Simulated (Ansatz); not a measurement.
Write a Python script for Ansatz 0.2.0 through its Python package that makes a single point from a YAML input of LiY3, space group I4/mmm. Settings: PBEsol, PAW, cutoff 420 eV, 7×7×7 k-points, Fermi-Dirac smearing of 0.1 eV.

Contents of `liy3.yaml`:
```yaml
crystal:
  lattice:
    - [-2.36719, 2.36719, 5.326643]
    - [2.36719, -2.36719, 5.326643]
    - [2.36719, 2.36719, -5.326643]
  atoms:
    - { symbol: Li, position: [0.0, 0.0, 0.0] }
    - { symbol: "Y", position: [0.75, 0.25, 0.5] }
    - { symbol: "Y", position: [0.25, 0.75, 0.5] }
    - { symbol: "Y", position: [0.5, 0.5, 0.0] }
kpoints:
  mp_grid: { grid: [7, 7, 7] }
hamiltonian:
  xc: pbesol
scf:
  occupations: { method: fermi_dirac, width: 0.1 }
basis:
  ecutwfc: 420
output:
  forces: true
  stress: true
  eigenvalues: true
```

Script `run_yaml_run.py`:
```python
"""Run a YAML input for LiY3 from Python."""

from collections import Counter

import ansatz as az
import yaml

with open("liy3.yaml") as handle:
    tree = yaml.safe_load(handle)
print("sections:", list(tree))
planned = az.Session.from_dict(tree).plan(threads=1, pin="off")
res = planned.execute()
report = res.report

print("%-22s %14.5f eV" % ("F = E - TS", report["free_energy_ev"]))
print("%-22s %14.5f eV" % ("E", report["internal_energy_ev"]))
print("%-22s %14.5f eV" % ("Harris-Foulkes", report["harris_foulkes_ev"]))
print("%-22s %14.5f eV" % ("Fermi level", report["fermi_energy_ev"]))

# forces in eV per angstrom
print("forces (eV/A)")
for site, force in zip(res.lattice.sites, report["forces_ev_ang"]):
    print(f"  {site.symbol:2s} {force[0]:9.4f} {force[1]:9.4f} {force[2]:9.4f}")

told = Counter((n["data"]["severity"], n["data"]["kind"]) for n in res.notices if n["event"] == "notice")
for (severity, kind), count in sorted(told.items()):
    print(f"{severity:8s} {kind} x{count}")

used = report["setup"]
print("cutoffs (eV):", used["ecut_ev"], used["ecutrho_ev"], " FFT grid:", used["fft_dense"])
print("cell volume {:.3f} A^3, {} symmetry operations".format(used["cell_volume_ang3"], used["n_sym_ops"]))
```

```console
$ python run_yaml_run.py
sections: ['crystal', 'kpoints', 'hamiltonian', 'scf', 'basis', 'output']
F = E - TS               -11587.50089 eV
E                        -11587.27627 eV
Harris-Foulkes           -11587.50089 eV
Fermi level                   7.73210 eV
forces (eV/A)
  Li   -0.0000    0.0000    0.0000
  Y    -0.0000    0.0000    0.0000
  Y     0.0000    0.0000    0.0000
  Y     0.0000    0.0000    0.0000
audit    band_cg_iterations x1
audit    preconditioner_resolved x1
cutoffs (eV): 420.0 1680.0  FFT grid: [45, 45, 45]
cell volume 119.393 A^3, 16 symmetry operations
```

Reading the output:
- Absolute energies stand on the zero of these potentials, so only differences at equal settings mean something. A total without «per atom» is that of the cell as typed.
- The mesh is modest for a metal, so energies can be off by several to tens of meV an atom and pressures by half a GPa or more; differences at equal mesh fare better.
- An absolute Fermi energy rests on an arbitrary zero of the periodic potential and has no direct meaning.
- The structure comes from a database of computed cells and needn't be a stable or known phase.
- The whole script took 3.9 s on 1 thread of Intel(R) Xeon(R) Platinum 8488C (Sapphire Rapids), with other jobs on the host, peak memory 0.51 GiB.

(Lines on the test bed's own set-up are left out of the output.)
